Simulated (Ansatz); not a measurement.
# HfH (quartet): the correlation ladder, def2-QZVPP

The task here is to estimate one member of a computed series from the others.

Method: def2-QZVPP, core rule «outside noble gas», up to 4 orbitals frozen; program: Ansatz 0.2.0, Gaussian basis.

The runs, in order: UHF; ROHF; CCSD(T) on UHF.

## The geometry

The geometry is a PBE0/def2-TZVP stationary point (not a proven minimum). No spin-orbit coupling is included. Elements past krypton take def2 core potentials.

2 atoms, charge 0, spin multiplicity 4.

Atoms are counted from 1 here; the program's logs count them from 0.

Bond lengths: Hf1–H2 1.865 Å.

The first run:

Input file in.yaml:

```yaml
crystal:
  periodic: [false, false, false]
  atoms:
    - {symbol: Hf, position_ang: [0.000000, 0.000000, 0.000000]}
    - {symbol: H, position_ang: [0.000000, 0.000000, 1.864769]}
basis:
  gaussian: {orbitals: "def2-QZVPP.json"}
magnetization: {spin_polarized: true, initial_magnetization: 3}
hamiltonian: {xc: hf}
output: {orbitals: {seedname: orbitals}}
```

Launch:

```bash
$ ansatz run in.yaml --threads 1 --pin off --events-out ev --progress --plain --max-ram 4096MiB --backend cpu
```

Steps of the session up to this table: UHF; ROHF; CCSD(T) on UHF.

One of the session's tables, all rows but one given; the rest of the session is left out.

| method | from UCCSD(T) (kJ/mol) |
| --- | --- |
| ROHF | +193.4 |
| UHF | ? |
| UMP2 | +40.6 |
| UCCSD | +5.1 |
| UCCSD(T) | 0 |

Estimate the missing values for UHF.

**Answer.** from UCCSD(T) (kJ/mol): +182.0. In the column «from UCCSD(T) (kJ/mol)» it lies between UMP2 (+40.6) and ROHF (+193.4).
